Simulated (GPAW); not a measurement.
Ti3Ag, 4 atoms in the cell. Symmetry: Pm-3m, No. 221, cubic system. Conventional cell: a = 4.099 Å, b = 4.099 Å, c = 4.099 Å, α = 90.00°, β = 90.00°, γ = 90.00°. Ag (site symmetry m-3m) is surrounded by 12 Ti at 2.90 Å. Ti (site symmetry 4/mmm) has 4 Ag at 2.90 Å and 8 Ti at 2.90 Å as nearest neighbours. The cell comes from a database or a generator and needn't be the stable form of this composition.

| Item | Value |
| --- | --- |
| Program | GPAW 26.7.0 |
| Task | relaxation of cell and atoms |
| Functional | PBEsol |
| Potentials or basis | PAW data sets generated in the run's folder for this functional |
| Cutoff | 600 eV |
| Basis | pw |
| k mesh | 6 × 6 × 6 |
| Occupations | fermi-dirac, width 0.05 eV |
| Spin | no spin polarisation |
| Target pressure | 2 GPa |
| Maxiter | 150 |
| Optimizer | BFGS |
| Fmax | 0.02 eV/Å |
| Max steps | 60 |
| Target pressure | 2 GPa |
| Convergence | density=1e-05 forces=0.0001 |

Potentials or basis: PAW data sets generated in the run's folder for this functional, pw.

Run with:

```sh
$ gpaw-setup -f PBEsol Ag Ti
$ OMP_NUM_THREADS=1 python run.py
```

Hardware: 1 thread of Arm Neoverse V2, on a shared host.

**Question.** How long does it take, and how much memory?

**Answer.** Run time: 2.7 min on 1 thread of Arm Neoverse V2, on a shared host, peak memory 0.29 GiB. Counts: scf iterations 42, plane waves 2325, bands 48, k points 20, ion steps 4.
